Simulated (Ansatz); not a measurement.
# InH₄− (singlet): the correlation ladder, def2-SVPD

An exercise on one series of results from a longer session: the logs are not shown, and one member is left open.

Method: def2-SVPD, core rule «outside noble gas», up to 9 orbitals frozen; program: Ansatz 0.2.0, Gaussian basis.

Plan: UHF; CCSD(T) on RHF; BCCD(T) on RHF; CISD; CCSDT(Q) on RHF; CASSCF and MRCISD+Q, 8 electrons in 8 orbitals; CASSCF and NEVPT4(SD), 8 electrons in 8 orbitals; CASSCF and NEVPT2, 8 electrons in 8 orbitals.

23 further runs of the same task are left out: 2 for a known fault of the program, 1 that didn't finish, 20 set aside as unsound or not needed. Runs told in other sessions of the task aren't counted.

**The geometry**

The geometry is a PBE0/def2-TZVPD stationary point (not a proven minimum) of the parent state, kept for this charge and spin. No spin-orbit coupling is included. Elements past krypton take def2 core potentials.

5 atoms, charge -1, spin multiplicity 1.

Atoms are counted from 1 here; the program's logs count them from 0.

Bond lengths: In1–H2 1.786 Å, In1–H3 1.786 Å, In1–H4 1.786 Å, In1–H5 1.786 Å. Angles: H2–In1–H3 90.0°, H2–In1–H4 180.0°, H2–In1–H5 90.0°, H3–In1–H4 90.0°, H3–In1–H5 180.0°, H4–In1–H5 90.0°.

Set-up of the first run:

in.yaml reads:

```yaml
crystal:
  periodic: [false, false, false]
  atoms:
    - {symbol: In, position_ang: [0.000000, 0.000000, 0.000000]}
    - {symbol: H, position_ang: [1.263100, 0.000000, 1.263100]}
    - {symbol: H, position_ang: [-1.263100, 0.000000, 1.263100]}
    - {symbol: H, position_ang: [-1.263100, 0.000000, -1.263100]}
    - {symbol: H, position_ang: [1.263100, 0.000000, -1.263100]}
basis:
  gaussian: {orbitals: def2-SVPD}
total_charge: -1
magnetization: {spin_polarized: true, initial_magnetization: 0}
hamiltonian: {xc: hf}
output: {orbitals: {seedname: orbitals}}
```

The run is started by

```bash
$ ansatz run in.yaml --threads 1 --pin off --events-out ev --progress --plain --max-ram 2393MiB
```

Steps of the session up to this table: UHF; CCSD(T) on RHF; BCCD(T) on RHF; CISD; CCSDT(Q) on RHF; CASSCF and MRCISD+Q, 8 electrons in 8 orbitals; CASSCF and NEVPT4(SD), 8 electrons in 8 orbitals; CASSCF and NEVPT2, 8 electrons in 8 orbitals.

One of the session's tables, all rows but one given; the rest of the session is left out.

It belongs to the step «Misses and costs». 

| method | from RCCSDT(Q) (kJ/mol) |
| --- | --- |
| RHF | +370.5 |
| RMP2 | +90.8 |
| RCCSD | +7.9 |
| RCCSD(T) | +2.0 |
| BCCD(T) | +1.9 |
| RCCSDT | +0.1 |
| RCCSDT(Q) | 0 |
| CASSCF valence | +257.1 |
| NEVPT2 valence | +73.7 |
| NEVPT4(SD) valence | +7.8 |
| MRCISD valence | ? |
| MRCISD+Q valence | -4.6 |

Q: Estimate the row for MRCISD valence from the others.

**Answer.** from RCCSDT(Q) (kJ/mol): +10.6. In the column «from RCCSDT(Q) (kJ/mol)» it lies between RCCSD (+7.9) and NEVPT2 valence (+73.7).

Not comparable, so not listed: CISD (they don't share determinant, frozen orbitals or solution with the rows shown, or repeat one).
